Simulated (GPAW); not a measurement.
# AlSn (P-6m2) in GPAW: notebook

One crystal, AlSn, is run at these levels: revTPSS, OLYP, BEEF-vdW; tasks: band structure.

Everything below comes from runs of GPAW 26.7.0. Logs are shortened: lines on timing, memory, paths and dates and some standing lists are left out, and cuts for length are marked. The log counts tension as positive stress, the text compression.

**1. The structure**

It takes space group P-6m2 (No. 187, hexagonal). Conventional cell: a = 4.198 Å, b = 4.198 Å, c = 3.307 Å, α = 90.00°, β = 90.00°, γ = 120.00°. Sn (site symmetry -6m2) is surrounded by 6 Al at 2.93 Å and 2 Sn at 3.31 Å. Around Al (site symmetry -6m2) lie 6 Sn at 2.93 Å and 2 Al at 3.31 Å.

The cell comes from a database or a generator and needn't be the stable form of this composition.

**2. Band structure, revTPSS, spin-orbit coupling, no magnetisation**

The input, run.py:

```python
import numpy as np
from ase.dft.bandgap import bandgap
from ase.io import write
from ase.spacegroup import crystal
from ase.units import GPa
from gpaw import GPAW, PW
from gpaw.spinorbit import soc_eigenstates

# Sn 1b
# Al 1e
atoms = crystal(['Sn', 'Al'],
                basis=[[0.0, 0.0, 0.5],
                       [0.6666666667, 0.3333333333, 0.0]],
                spacegroup=187, setting=1,  # P-6m2
                cellpar=[4.19810562, 4.19810562, 3.306847, 90.0, 90.0, 120.0],
                primitive_cell=True)

calc = GPAW(mode=PW(600),
            xc='MGGA_X_REVTPSS+MGGA_C_REVTPSS',
            kpts={'size': (6, 6, 7), 'gamma': True},
            occupations={'name': 'fermi-dirac', 'width': 0.05},
            nbands=17,
            convergence={'density': 1e-05, 'energy': 1e-05},
            eigensolver='davidson',
            maxiter=150,
            txt='gpaw.txt')
atoms.calc = calc
energy = atoms.get_potential_energy()
forces = atoms.get_forces()
stress = atoms.get_stress()
calc.write('gs.gpw')
write('result.traj', atoms)
print(f'Energy: {energy:.6f} eV')
print('Forces (eV/A):')
print(forces.round(4))
print('Stress (GPa):', (stress / GPa).round(3))
print('Fermi level:', round(calc.get_fermi_level(), 4), 'eV')
print(f'Gap: {bandgap(calc)[0]:.4f} eV, direct: {bandgap(calc, direct=True)[0]:.4f} eV')

path = atoms.cell.bandpath('GMKGALHA,LM,KH', npoints=60, eps=1e-4)
bs_calc = calc.fixed_density(kpts=path, symmetry='off', nbands=29,
                             convergence={'bands': 'CBM+6.0', 'eigenstates': 1e-6}, txt='bands.txt')
bs = bs_calc.band_structure()
bs.write('bs.json')
print(f'Gap on the path: {bandgap(bs_calc)[0]:.4f} eV')

soc = soc_eigenstates(bs_calc, theta=0, phi=0, ignore_xc_potential=True)
np.savetxt('soc_bands.dat', soc.eigenvalues(), fmt='%.4f')
mesh = soc_eigenstates('gs.gpw', theta=0, phi=0, ignore_xc_potential=True)
np.savetxt('soc_mesh.dat', mesh.eigenvalues(), fmt='%.4f')
print('Fermi level with spin-orbit coupling:', round(mesh.fermi_level, 4), 'eV')
```

Potentials or basis: GPAW PAW data sets (gpaw-data 1.2.1), pw.

Command:

```sh
$ OMP_NUM_THREADS=1 python run.py
```

gpaw.txt:

```text
__  _  _
 | _ |_)|_||  |
 |__||  | ||/\| - 26.7.0

Input parameters:
  mode=PW(ecut=600.0),
  convergence={'density': 1e-05, 'energy': 1e-05},
  eigensolver=Davidson(niter=2),
  kpts=MonkhorstPack(size=(6, 6, 7), gamma=True),
  maxiter=150,
  nbands=17,
  occupations=Occupations(name='fermi-dirac', width=0.05),
  xc=XC(name='MGGA_X_REVTPSS+MGGA_C_REVTPSS')

Diagonalizing LCAO Hamiltonian
Converting LCAO to pw mode

       Sn

             Al

Atoms  # Å, Bohr magnetons
|   | symbol |        x |        y |        z |    initial magnetic moments |
|---|--------|----------|----------|----------|-----------------------------|
| 0 |     Sn | 0.000000 | 0.000000 | 1.653423 | ( 0.0000,  0.0000,  0.0000) |
| 1 |     Al | 2.099053 | 1.211889 | 0.000000 | ( 0.0000,  0.0000,  0.0000) |

Unit cell  # Å
| periodic |         x |        y |        z |  lengths |     angles |
|----------|-----------|----------|----------|----------|------------|
|      yes |  4.198106 | 0.000000 | 0.000000 | 4.198106 |  90.000000 |
|      yes | -2.099053 | 3.635666 | 0.000000 | 4.198106 |  90.000000 |
|      yes |  0.000000 | 0.000000 | 3.306847 | 3.306847 | 120.000000 |

Number of symmetries: 12
Symmetry operations  # r_c * U_cc + t_c -> r_c
|    | kind |            matrix            |
|----|------|------------------------------|
|  0 |  σ   |  1, 1, 0,  0,-1, 0,  0, 0, 1 |
|  1 |  C2  |  1, 1, 0,  0,-1, 0,  0, 0,-1 |
|  2 |  E   |  1, 0, 0,  0, 1, 0,  0, 0, 1 |
|  3 |  σ   |  1, 0, 0,  0, 1, 0,  0, 0,-1 |
|  4 |  C3  |  0, 1, 0, -1,-1, 0,  0, 0, 1 |
|  5 |  S3  |  0, 1, 0, -1,-1, 0,  0, 0,-1 |
|  6 |  σ   |  0,-1, 0, -1, 0, 0,  0, 0, 1 |
|  7 |  C2  |  0,-1, 0, -1, 0, 0,  0, 0,-1 |
|  8 |  σ   | -1, 0, 0,  1, 1, 0,  0, 0, 1 |
|  9 |  C2  | -1, 0, 0,  1, 1, 0,  0, 0,-1 |
| 10 |  C3  | -1,-1, 0,  1, 0, 0,  0, 0, 1 |
| 11 |  S3  | -1,-1, 0,  1, 0, 0,  0, 0,-1 |

BZ-sampling:
  Number of BZ points: 252
  Number of IBZ points: 28

  Monkhorst-Pack size: [6, 6, 7]
  Monkhorst-Pack shift: [0.08333333333333333, 0.08333333333333333, 0.0]

K-points  # in reciprocal-cell coordinates
|     |                                coordinates |     weight |
|-----|--------------------------------------------|------------|
|   0 | (  0.00000000,   0.00000000,   0.00000000) | 0.00396825 |
|   1 | (  0.00000000,   0.00000000,   0.14285714) | 0.00793651 |
|   2 | (  0.00000000,   0.00000000,   0.28571429) | 0.00793651 |
|   3 | (  0.00000000,   0.00000000,   0.42857143) | 0.00793651 |
|   4 | (  0.16666667,   0.00000000,   0.00000000) | 0.02380952 |
|   5 | (  0.16666667,   0.00000000,   0.14285714) | 0.04761905 |
|   6 | (  0.16666667,   0.00000000,   0.28571429) | 0.04761905 |
|   7 | (  0.16666667,   0.00000000,   0.42857143) | 0.04761905 |
|   8 | (  0.33333333,  -0.16666667,   0.00000000) | 0.02380952 |
|   9 | (  0.33333333,  -0.16666667,   0.14285714) | 0.04761905 |
| ... |                                            |            |
|  27 | (  0.50000000,   0.50000000,   0.42857143) | 0.02380952 |

Plane wave coefficients: 1711
Cutoff: 600.0 eV

Spin-components: 1 (collinear spins)
Bands:           17
Projectors:      11
Spin-degeneracy: 2
Datatype:        complex128

Parallelization:
  kpt:    1
  domain: 1
  band:   1

Density:
  Valence electrons: 17.0
  Components: 1
  Grid points: [24 24 20]
  Charge: 0.0  # |e|

Potential:
  Grid points: [24 24 20]

species:
  Sn:
    name:    Tin
    Z:       50.0
    valence: 14
    core:    36
    charge:  0.0  # [|e|]
    compensation charges:
      type: gauss
      rc: 0.38  # [Å]
      lmax: 2
    cutoffs:
      filter: 2.23  # [Å]
      core: 2.35  # [Å]
    projectors
    | kind |    occ | energy [eV] | rcut [Å] |
    |------|--------|-------------|----------|
    |   5s |  2.000 |     -10.538 |    1.201 |
    |   5p |  2.000 |      -3.696 |    1.270 |
    |   4d | 10.000 |     -25.845 |    1.185 |
    |    s |        |      16.674 |    1.201 |
    |    p |        |      23.515 |    1.270 |
    |    d |        |       1.367 |    1.185 |

    Using partial waves for Sn as LCAO basis

  Al:
    name:    Aluminium
    Z:       13.0
    valence: 3
    core:    10
    charge:  0.0  # [|e|]
    compensation charges:
      type: gauss
      rc: 0.34  # [Å]
      lmax: 2
    cutoffs:
      filter: 1.91  # [Å]
      core: 2.36  # [Å]
    projectors
    | kind |    occ | energy [eV] | rcut [Å] |
    |------|--------|-------------|----------|
    |   3s |  2.000 |      -7.753 |    1.085 |
    |   3p |  1.000 |      -2.712 |    1.085 |
    |    s |        |      19.459 |    1.085 |
    |    p |        |      24.499 |    1.085 |
    |    d |        |       0.000 |    1.085 |

    Using partial waves for Al as LCAO basis

Reference energy: -174614.116572  # eV

eigensolver:
  Davidson
  Converge bands: occupied
  niter=2

density mixing:
  MSR1-Mixer
  Pratt-step length: 0.05
  Maximum mixing coefficient: 0.75
  Old densities: 10
  SVD Regularization: 0.005
  Good broyden scale: 1.0
  Trust region scale: 1.0
  Backstep threshold: 4.0
  History deletion threshold: 6.0
  Fourier metric: weight=20.0, sigma=0.015

occupation numbers:
  Fermi-Dirac:
    width: 0.0500  # eV

poisson solver:
  ecut: 4800.0  # eV

xc functional:
  name: MGGA_X_REVTPSS+MGGA_C_REVTPSS with 2 nearest neighbor stencil

convergence criteria:
- Maximum integral of absolute [dens]ity change: 1e-05 electrons / valence electron
- Maximum [total energy] change in last 3 cyles: 1e-05 eV / valence electron
- Maximum integral of absolute [eigenst]ate change: 4e-08 eV^2 / valence electron
maximum number of iterations: 150

SCF iterations
|iter     | |      energy | eigst |  dens |
|---------|-|-------------|-------|-------|
|iter:   1| |  116.388264 | +3.28 |       |
|iter:   2| |   12.842447 | +0.25 | -0.86 |
|iter:   3| |   12.488014 | -1.24 | -1.35 |
|iter:   4| |   12.542379 | -2.35 | -1.34 |
|iter:   5| |   12.531246 | -2.61 | -1.59 |
|iter:   6| |   12.526955 | -3.80 | -1.98 |
|iter:   7| |   12.538144 | -3.54 | -2.10 |
|iter:   8| |   12.537455 | -4.90 | -2.15 |
|iter:   9| |   12.538599 | -4.97 | -2.16 |
|iter:  10| |   12.539180 | -5.49 | -2.21 |
|iter:  11| |   12.539976 | -5.42 | -2.25 |
|iter:  12| |   12.541863 | -4.30 | -2.32 |
|iter:  13| |   12.541929 | -4.97 | -2.76 |
|iter:  14| |   12.541923c| -6.02 | -3.75 |
|iter:  15| |   12.541922c| -6.87 | -4.32 |
|iter:  16| |   12.541922c| -7.69c| -5.00 |
|iter:  17| |   12.541922c| -8.47c| -5.54c|

Converged in 17 steps
Energy contributions relative to reference atoms: (reference = -174614.116572)

Energy contributions:
  Kinetic:           0.994369
  Coulomb:          -0.366371
  Zero:              0.204916
  External:          0.000000
  Xc:               11.710720
  Entropy:          -0.003423
  Spinorbit:         0.000000
  ----------------------------
  Free energy:      12.540211
  Extrapolated:     12.541922

dipole moment: (-5.689941, -13.111415, -5.674656)  # |e|*Ang

Fermi level: 5.679
Eigenvalues  # (at kpt = [0.000, 0.000, 0.000])
| band index |      eig [eV] | occ [0-2] |
|------------|---------------|-----------|
|          0 |       -15.805 |     2.000 |
|          1 |       -15.676 |     2.000 |
|          2 |       -15.676 |     2.000 |
|          3 |       -15.669 |     2.000 |
|          4 |       -15.669 |     2.000 |
|          5 |        -4.869 |     2.000 |
[... 9 lines left out ...]
|         15 |        19.108 |     0.000 |
|         16 |        19.160 |     0.000 |

No gap
No difference between direct/indirect transitions

Forces  # eV/Ang
|        x |       y |       z |
|----------|---------|---------|
|  0.00000 | 0.00000 | 0.00000 |  # Sn   0
| -0.00000 | 0.00000 | 0.00000 |  # Al   1

Stress tensor  # eV/Ang^3
|         x |         y |        z |
|-----------|-----------|----------|
|  0.007593 | -0.000000 | 0.000000 |
| -0.000000 |  0.007593 | 0.000000 |
|  0.000000 |  0.000000 | 0.033503 |

# Writing to gs.gpw (mode='')
```

Wall time 2.1 min (1 thread of Arm Neoverse V1, shared host); peak memory 0.38 GiB.

Results:

- Free energy: 12.5402 eV
- Pressure: -2.6 GPa
- Band gap along the path: none (metal or under the smearing width)

Levels at the corners of the path, in eV from the Fermi level:
```tsv
point	band 14	band 15	band 16	band 17	band 18	band 19
Γ	-0.44	-0.13	-0.13	0.78	0.78	2.58
M	-6.43	-1.92	-1.92	0.48	0.48	4.43
K	-6.36	-4.19	-4.03	4.91	5.00	5.49
Γ	-0.44	-0.13	-0.13	0.78	0.78	2.58
A	-6.32	2.41	2.41	2.95	2.95	3.56
L	-4.31	-3.25	-3.25	-2.40	-2.40	1.14
H	-3.72	-3.20	-3.09	-2.62	-2.61	-1.11
A	-6.32	2.41	2.41	2.95	2.95	3.56
L	-4.31	-3.25	-3.25	-2.40	-2.40	1.14
M	-6.43	-1.92	-1.92	0.48	0.48	4.43
K	-6.36	-4.19	-4.03	4.91	5.00	5.49
H	-3.72	-3.20	-3.09	-2.62	-2.61	-1.11
```

Caveat: spin-orbit coupling was added after a scalar SCF, so levels and gaps hold it while energy, forces, pressure and moments don't; this program's spin-orbit splittings come out too wide for heavy elements; the PAW data sets were made with another functional, which shifts forces and pressure a little.

**3. Band structure, OLYP, spin-orbit coupling, no magnetisation**

Edit run.py of step 2 so:

```diff
@@ -2,19 +2,13 @@
 from ase.dft.bandgap import bandgap
-from ase.io import write
-from ase.spacegroup import crystal
+from ase.io import read, write
 from ase.units import GPa
-from gpaw import GPAW, PW
+from gpaw import GPAW, PW, setup_paths
 from gpaw.spinorbit import soc_eigenstates
 
-# Sn 1b
-# Al 1e
-atoms = crystal(['Sn', 'Al'],
-                basis=[[0.0, 0.0, 0.5],
-                       [0.6666666667, 0.3333333333, 0.0]],
-                spacegroup=187, setting=1,  # P-6m2
-                cellpar=[4.19810562, 4.19810562, 3.306847, 90.0, 90.0, 120.0],
-                primitive_cell=True)
+setup_paths.insert(0, '.')
+
+atoms = read('POSCAR')
 
 calc = GPAW(mode=PW(600),
-            xc='MGGA_X_REVTPSS+MGGA_C_REVTPSS',
+            xc='GGA_X_OPTX+GGA_C_LYP',
             kpts={'size': (6, 6, 7), 'gamma': True},
@@ -46,5 +40,5 @@
 
-soc = soc_eigenstates(bs_calc, theta=0, phi=0, ignore_xc_potential=True)
+soc = soc_eigenstates(bs_calc, theta=90, phi=45)
 np.savetxt('soc_bands.dat', soc.eigenvalues(), fmt='%.4f')
-mesh = soc_eigenstates('gs.gpw', theta=0, phi=0, ignore_xc_potential=True)
+mesh = soc_eigenstates('gs.gpw', theta=90, phi=45)
 np.savetxt('soc_mesh.dat', mesh.eigenvalues(), fmt='%.4f')
```

The input, POSCAR:

```
AlSn
1.0
    4.1981056157      0.0000000000      0.0000000000
   -2.0990528078      3.6356661109      0.0000000000
    0.0000000000      0.0000000000      3.3068470000
Sn Al
1 1
Direct
    0.3333333333      0.6666666667      0.5000000000
    0.0000000000      0.0000000000      0.0000000000
```

Potentials or basis: PAW data sets generated in the run's folder for this functional, pw.

Command:

```sh
$ gpaw-setup -f GGA_X_OPTX+GGA_C_LYP Al Sn
$ OMP_NUM_THREADS=1 python run.py
```

Wall time 36 s (1 thread of Arm Neoverse V1, shared host); peak memory 0.27 GiB.

Results (log left out):

```
Free energy             : -6.1734 eV
Pressure                : -0.5 GPa
Band gap along the path : none (metal or under the smearing width)
```

Stress tensor (GPa, compression positive):
```
 1.31  0.00  0.00
 0.00  1.31  0.00
 0.00  0.00 -4.09
```

Levels at the corners of the path, in eV from the Fermi level:
| point | band 12 | band 13 | band 14 | band 15 | band 16 | band 17 | band 18 | band 19 | band 20 | band 21 |
| --- | --- | --- | --- | --- | --- | --- | --- | --- | --- | --- |
| Γ | -10.46 | -0.45 | -0.45 | -0.14 | -0.14 | 0.75 | 0.75 | 2.59 | 2.59 | 3.07 |
| M | -8.63 | -6.35 | -6.35 | -1.90 | -1.90 | 0.65 | 0.65 | 4.40 | 4.40 | 6.48 |
| K | -8.21 | -6.41 | -6.33 | -4.04 | -3.87 | 4.87 | 4.98 | 5.44 | 5.46 | 5.78 |
| Γ | -10.46 | -0.45 | -0.45 | -0.14 | -0.14 | 0.75 | 0.75 | 2.59 | 2.59 | 3.07 |
| A | -7.42 | -6.25 | -6.25 | 2.39 | 2.39 | 2.94 | 2.94 | 3.50 | 3.50 | 3.53 |
| L | -5.71 | -4.29 | -4.29 | -3.20 | -3.20 | -2.35 | -2.35 | 1.15 | 1.15 | 2.30 |
| H | -5.34 | -3.74 | -3.70 | -3.20 | -3.10 | -2.60 | -2.58 | -0.98 | -0.70 | 0.16 |
| A | -7.42 | -6.25 | -6.25 | 2.39 | 2.39 | 2.94 | 2.94 | 3.50 | 3.50 | 3.53 |
| L | -5.71 | -4.29 | -4.29 | -3.20 | -3.20 | -2.35 | -2.35 | 1.15 | 1.15 | 2.30 |
| M | -8.63 | -6.35 | -6.35 | -1.90 | -1.90 | 0.65 | 0.65 | 4.40 | 4.40 | 6.48 |
| K | -8.21 | -6.41 | -6.33 | -4.04 | -3.87 | 4.87 | 4.98 | 5.44 | 5.46 | 5.78 |
| H | -5.34 | -3.74 | -3.70 | -3.20 | -3.10 | -2.60 | -2.58 | -0.98 | -0.70 | 0.16 |

Caveat: spin-orbit coupling was added after a scalar SCF, so levels and gaps hold it while energy, forces, pressure and moments don't; this program's spin-orbit splittings come out too wide for heavy elements.

[end of part 1 of 2]
